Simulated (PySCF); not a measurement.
# The bond of TeC, level by level

What are the lowest state that PBE0 finds, the bond length, vibrational wavenumber and bond energy of TeC, and how much do these hang on the method?

Method: Te def2-SVPD with ECP28, C def2-SVPD, scalar-relativistic core potentials; program: PySCF 2.14.0.

## (1) Set-up

Settings of the job:

```json
{
 "atoms": "Te, C",
 "charge": "0",
 "basis": "Te def2-SVPD with ECP28, C def2-SVPD",
 "Hamiltonian": "scalar-relativistic core potentials",
 "basis functions": "55",
 "electrons treated": "30",
 "masses in u": "129.9062, 12.0000",
 "levels": "PBE0, PBE, r²SCAN, r²SCANh, r²SCAN0, PBEsol, ωB97X, HF, MP2, SCS-MP2, CCSD, CCSD(T)",
 "grid": "80 radial by 434 angular points",
 "occupations": "held fixed by the projection of orbital angular momentum",
 "dissociation limit": "Te + C, each in its ground configuration",
 "starting distance in angstrom": "2.030",
 "values of 2S to try": "0, 2, 4"
}
```

Command:

```console
OMP_NUM_THREADS=1 python dia.py task.json out
```

Further steps of the session: PBE0 along the bond; Excited determinants; PBE (GGA); r²SCAN; r²SCANh; r²SCAN0 (hybrid meta-GGA); PBEsol (GGA); ωB97X (range-separated hybrid); RHF (mean field); MP2 and coupled cluster.

Before running it: what results should come out? Wanted: for each run, Re; ωe; De; μ.

**Answer**, as computed:

Lowest PBE0 solution found, without spin–orbit coupling: ¹Σ⁺ (singlet), closed shell. State 2 has its PBE0 minimum 2.05 eV higher. State 3 has its PBE0 minimum 3.37 eV higher. The other levels ran on the lowest alone.

| level | Re (Å) | ωe (cm⁻¹) | De (eV) | μ (D) |
| --- | --- | --- | --- | --- |
| RHF | 1.873 | 958 | 1.33 | -2.39 |
| RHF-MP2 | 1.903 | 894 | 4.69 | n/a |
| RHF-SCS-MP2 | 1.902 | 895 | 4.45 | n/a |
| RHF-CCSD | 1.902 | 882 | 3.97 | n/a |
| RHF-CCSD(T) | 1.924 | 823 | 4.44 | n/a |
| PBE | 1.916 | 843 | 5.34 | -2.66 |
| PBEsol | 1.908 | 855 | 5.66 | -2.67 |
| r²SCAN | 1.903 | 873 | 4.69 | -2.67 |
| r²SCANh | 1.895 | 891 | 4.48 | -2.68 |
| PBE0 | 1.891 | 900 | 4.64 | -2.71 |
| r²SCAN0 | 1.884 | 915 | 4.16 | -2.70 |
| ωB97X | 1.873 | 945 | 4.45 | -2.89 |

De is counted to Te + C in their ground configurations. A positive dipole means Te(−)C(+).

What this shows: Bond lengths run from 1.873 Å (RHF) to 1.924 Å (RHF-CCSD(T)). Of the levels with a De here, RHF gives the least (1.33 eV) and PBEsol the most (5.66 eV).

Correlated steps freeze 5 core orbitals. Spin–orbit coupling is left out, which matters for elements this heavy, above all for dissociation energies. T1 is 0.032 near the minimum (highest on the curve 0.065), which may point to more than one leading configuration.
